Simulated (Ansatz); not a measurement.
# H6N3NbS: basis-set convergence

The task here is to estimate one member of a computed series from the others.

Method: one geometry, several basis sets; program: Ansatz 0.2.0, Gaussian basis.

Plan: PBE0-D4/def2-SVP; ωB97M-V/def2-SVP; PBE0-D4/def2-QZVPP; ωB97M-V/def2-QZVPP; the functionals' def2-TZVPP values are taken from earlier runs.

### The geometry

The geometry comes from an earlier relaxation with PBE0-D4 in a triple-zeta def2 set; it is a stationary point, not always the lowest conformer. Nb takes the def2 core potential; no spin-orbit term is included.

SMILES `[NH2][Nb]([NH2])([NH2])=[S]`, 11 atoms, charge 0, spin multiplicity 1.

Atoms are counted from 1 here; the program's logs count them from 0.

Bond lengths: N1–Nb2 1.969 Å, N1–H6 1.010 Å, N1–H7 1.010 Å, Nb2–N3 1.969 Å, Nb2–N4 1.969 Å, Nb2–S5 2.156 Å, N3–H8 1.010 Å, N3–H9 1.010 Å, N4–H10 1.010 Å, N4–H11 1.010 Å. Angles: Nb2–N1–H6 124.2°, Nb2–N1–H7 124.0°, H6–N1–H7 110.1°, N1–Nb2–N3 108.5°, N1–Nb2–N4 108.5°, N1–Nb2–S5 110.4°, N3–Nb2–N4 108.5°, N3–Nb2–S5 110.4°, N4–Nb2–S5 110.4°, Nb2–N3–H8 124.2°, Nb2–N3–H9 124.0°, H8–N3–H9 110.1°, Nb2–N4–H10 124.2°, Nb2–N4–H11 124.0°, H10–N4–H11 110.1°.

Coordinates:

```
atom     x (Å)     y (Å)     z (Å)
  N1  -1.60271   0.83790  -0.40543
 Nb2   0.26061   0.35932   0.01373
  N3   0.29464  -0.55823   1.75548
  N4   0.91187  -0.88779  -1.36370
  S5   1.49519   2.12625   0.07126
  H6  -1.98776   1.76588  -0.30068
  H7  -2.21942   0.26819  -0.96750
  H8   1.00611  -0.41596   2.45828
  H9  -0.49986  -1.03512   2.15816
 H10   1.51788  -0.62379  -2.12752
 H11   0.88875  -1.89365  -1.27136
```

Set-up of the first run:

in.yaml reads:

```yaml
crystal:
  periodic: [false, false, false]
  atoms:
    - {symbol: N, position_ang: [-1.602713, 0.837902, -0.405434]}
    - {symbol: Nb, position_ang: [0.260614, 0.359318, 0.013728]}
    - {symbol: N, position_ang: [0.294642, -0.558227, 1.755476]}
    - {symbol: N, position_ang: [0.911868, -0.887791, -1.363704]}
    - {symbol: S, position_ang: [1.495190, 2.126248, 0.071263]}
    - {symbol: H, position_ang: [-1.987756, 1.765877, -0.300680]}
    - {symbol: H, position_ang: [-2.219424, 0.268193, -0.967504]}
    - {symbol: H, position_ang: [1.006112, -0.415955, 2.458279]}
    - {symbol: H, position_ang: [-0.499861, -1.035124, 2.158159]}
    - {symbol: H, position_ang: [1.517881, -0.623790, -2.127524]}
    - {symbol: H, position_ang: [0.888748, -1.893651, -1.271359]}
basis:
  gaussian: {orbitals: def2-SVP}
hamiltonian: {xc: pbe0, dispersion: d4}
output: {orbitals: {seedname: orbitals}}
```

Started as:

```
> ansatz run in.yaml --threads 4 --pin off --events-out ev --progress --plain --max-ram 11315MiB
```

Among the steps run: PBE0-D4 in def2-SVP; ωB97M-V in def2-SVP; PBE0-D4 in def2-QZVPP; ωB97M-V in def2-QZVPP.

One table of the session follows, with a row left open; its other results are not shown here.

It belongs to the step «Functionals by basis». 

```
functional       basis  HOMO (eV)
   PBE0-D4    def2-SVP      -6.93
   PBE0-D4  def2-TZVPP      -7.03
   PBE0-D4  def2-QZVPP          ?
   ωB97M-V    def2-SVP      -9.04
   ωB97M-V  def2-TZVPP      -9.17
   ωB97M-V  def2-QZVPP      -9.21
```

**Question.** Estimate the row for PBE0-D4, def2-QZVPP.

As computed: HOMO (eV): -7.07. In the column «HOMO (eV)» it lies between ωB97M-V, def2-SVP (-9.04) and PBE0-D4, def2-TZVPP (-7.03).
